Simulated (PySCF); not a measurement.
# SiSb⁻: changing the method

What do other methods print for SiSb⁻?

Method: method and basis as typed in the scripts; program: PySCF 2.14.0.

3 further runs of the same task are left out: 3 that didn't finish.

## 1. The system as given

SiSb⁻: 2 atoms, charge -1, spin multiplicity 1.

Bond lengths: Si1–Sb2 2.451 Å.

## 2. Base script

Contents of input.py:

```python
from pyscf import gto, dft

mol = gto.M(
    atom='Si 0 0 0; Sb 0 0 2.451',
    basis='sbkjc',
    ecp={'Si': 'sbkjc', 'Sb': 'sbkjc'},
    charge=-1,
    spin=0,
    verbose=3,
)
mf = dft.RKS(mol, xc='mn15l')
mf.kernel()
mf.dip_moment()
print('orbital energies (hartree):', mf.mo_energy[..., max(0, mol.nelec[1]-3):mol.nelec[0]+3].round(4))
```

Launch:

```console
> OMP_NUM_THREADS=1 python input.py
```

## 3. Population analysis

Edit 1 changes step after the SCF: none → analyze.

Changes to input.py since step 2:

```diff
@@ -12,2 +12,3 @@
 mf.kernel()
+mf.mulliken_pop()
 mf.dip_moment()
```

## 4. M062x

Edit 2 changes functional: mn15l → m062x.

Changes to input.py since step 2:

```diff
@@ -10,3 +10,3 @@
 )
-mf = dft.RKS(mol, xc='mn15l')
+mf = dft.RKS(mol, xc='m062x')
 mf.kernel()
```

## 5. MP2 (RHF)

Edit 3 changes step after the SCF: none → mp2; SCF type: RKS → RHF; functional: mn15l → none (Hartree–Fock).

Changes to input.py since step 2:

```diff
@@ -1,2 +1,2 @@
-from pyscf import gto, dft
+from pyscf import gto, scf, mp
 
@@ -10,4 +10,5 @@
 )
-mf = dft.RKS(mol, xc='mn15l')
+mf = scf.RHF(mol)
 mf.kernel()
+mp.MP2(mf).kernel()
 mf.dip_moment()
```

## 6. Pbe

Edit 4 changes functional: mn15l → pbe.

Changes to input.py since step 2:

```diff
@@ -10,3 +10,3 @@
 )
-mf = dft.RKS(mol, xc='mn15l')
+mf = dft.RKS(mol, xc='pbe')
 mf.kernel()
```

## 7. Gradient

Edit 5 changes step after the SCF: none → gradient.

Changes to input.py since step 2:

```diff
@@ -12,2 +12,5 @@
 mf.kernel()
+g = mf.nuc_grad_method()
+g.grid_response = True
+g.kernel()
 mf.dip_moment()
```

## 8. Bp86

Edit 6 changes functional: mn15l → bp86.

Changes to input.py since step 2:

```diff
@@ -10,3 +10,3 @@
 )
-mf = dft.RKS(mol, xc='mn15l')
+mf = dft.RKS(mol, xc='bp86')
 mf.kernel()
```

Before running it: what results should come out? Wanted: for each run, E(SCF); from base; after the SCF.

**Answer**, as computed:

| run | E(SCF) (hartree) | from base (eV) | after the SCF |
| --- | --- | --- | --- |
| base | -9.273382 | 0 | n/a |
| population analysis | -9.273382 | 0.0000 | n/a |
| m062x | -9.275540 | not comparable | n/a |
| MP2 (RHF) | -9.014812 | not comparable | MP2 correlation -2.770 eV |
| pbe | -9.358428 | not comparable | n/a |
| gradient | -9.273382 | 0.0000 | n/a |
| bp86 | -9.398773 | not comparable | n/a |

What this shows: A lower total energy from another functional means nothing by itself.
